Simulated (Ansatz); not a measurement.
# Au: the cost of one run

Method: DFT PBE, scalar-relativistic, plane waves, PAW, in Ansatz 0.2.0.

## Step 1: The starting structure

It takes space group Fm-3m (No. 225, cubic). Conventional cell: a = 4.158 Å, b = 4.158 Å, c = 4.158 Å, α = 90.00°, β = 90.00°, γ = 90.00°. Around Au (site symmetry m-3m) lie 12 Au at 2.94 Å.

As a file:

```xyz
1
Lattice="0.0000 2.0790 2.0790 2.0790 0.0000 2.0790 2.0790 2.0790 0.0000" Properties=species:S:1:pos:R:3 pbc="T T T"
Au    0.0000    0.0000    0.0000
```

## Step 2: Relaxing cell and atoms: Au, no spin

The input, input.yaml:

```yaml
crystal:
  lattice:
    - [0.0, 2.079, 2.079]
    - [2.079, 0.0, 2.079]
    - [2.079, 2.079, 0.0]
  atoms:
    - { symbol: Au, position: [0.0, 0.0, 0.0] }
scf:
  occupations: { method: gaussian, width: 0.1 }
output:
  forces: true
  stress: true
  eigenvalues: true
  write_density: true
  write_potential: true
  elf: true
  volumetric_format: npy
hamiltonian:
  xc: pbe
relax:
  f_tol: 0.003
  max_steps: 60
  cell: { stress_tol: 0.02 }
kpoints:
  mp_grid: { grid: [24, 24, 24] }
```

The run is started by

```sh
ansatz run input.yaml --threads 8 --pin off --max-ram 16384MiB --backend cpu --events-out ev --progress --plain --runs-dir out
```

Q: Estimate wall time and peak memory on 8 threads of Arm Neoverse N1, shared host.

About 3.6 s, with a peak of 0.41 GiB.
